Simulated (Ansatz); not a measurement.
# TaHO (singlet): from Hartree-Fock to the top rungs at a displaced geometry (v1), def2-SVP

The task here is to estimate one member of a computed series from the others.

Computed with Ansatz 0.2.0, Gaussian basis. Level: def2-SVP, core rule «outside noble gas», up to 5 orbitals frozen.

To be run: UHF; CCSD(T) on RHF; CCSD(T) on UHF; CISD; CCSDT(Q) on RHF; CCSDT(Q) on UHF.

23 further runs of the same task are left out: 3 for a known fault of the program, 7 that didn't finish, 13 set aside as unsound or not needed. Runs told in other sessions of the task aren't counted.

## The geometry

The geometry is a PBE0/def2-TZVP stationary point (not a proven minimum) with its atoms shifted at random (size 0.040 Å). No spin-orbit coupling is included. Elements past krypton take def2 core potentials.

3 atoms, charge 0, spin multiplicity 1.

Atoms are counted from 1 here; the program's logs count them from 0.

Bond lengths: Ta1–O2 1.813 Å, O2–H3 0.999 Å. Angles: Ta1–O2–H3 175.2°.

Set-up of the first run:

in.yaml reads:

```yaml
crystal:
  periodic: [false, false, false]
  atoms:
    - {symbol: Ta, position_ang: [-0.015433, -0.009008, 1.540840]}
    - {symbol: O, position_ang: [-0.016266, -0.025151, -0.272313]}
    - {symbol: H, position_ang: [0.031698, 0.034159, -1.268527]}
basis:
  gaussian: {orbitals: def2-SVP}
magnetization: {spin_polarized: true, initial_magnetization: 0}
hamiltonian: {xc: hf}
output: {orbitals: {seedname: orbitals}}
```

The run is started by

```sh
$ ansatz run in.yaml --threads 1 --pin off --events-out ev --progress --plain --max-ram 2393MiB
```

Steps of the session up to this table: UHF; CCSD(T) on RHF; CCSD(T) on UHF; CISD; CCSDT(Q) on RHF; CCSDT(Q) on UHF.

One of the session's tables, all rows but one given; the rest of the session is left out.

| method | from RCCSDT(Q) (meV) |
| --- | --- |
| RHF | +8486.8 |
| UHF | +7745.3 |
| RMP2 | +826.5 |
| UMP2 | +327.3 |
| RCCSD | ? |
| UCCSD | -234.1 |
| RCCSD(T) | +69.0 |
| UCCSD(T) | -598.6 |
| RCCSDT | +34.0 |
| UCCSDT | -723.9 |
| RCCSDT(Q) | 0 |
| UCCSDT(Q) | -763.1 |

**Question.** Estimate the row for RCCSD.

**Answer.** from RCCSDT(Q) (meV): +372.4. In the column «from RCCSDT(Q) (meV)» it lies between UMP2 (+327.3) and RMP2 (+826.5).

Not comparable, so not listed: CISD (they don't share determinant, frozen orbitals or solution with the rows shown, or repeat one).

Limits of these values: The determinant of HF (⟨S²⟩ 1.33) is far from a pure spin state, so its energy mixes those of several spin states; that is harmless only where they are near-degenerate. The determinant of CCSD(T) (⟨S²⟩ 1.00) is far from a pure spin state, so its energy mixes those of several spin states; high orders of coupled cluster remove much of that, low ones don't. The determinant of CCSDT(Q) (⟨S²⟩ 1.00) is far from a pure spin state, so its energy mixes those of several spin states; high orders of coupled cluster remove much of that, low ones don't. The program flags UCCSD(T), UCCSDT(Q) as in doubt, so read those rows with care; the flags are large difference, other amplitudes. Warnings: restricted reference is unstable; spin contamination; coupled cluster took another determinant than the lowest; large T1 diagnostic. Restricted and unrestricted rows rest on different reference determinants; a gap between their highest levels can come from leftover correlation error, from unlike frozen cores or from another state.
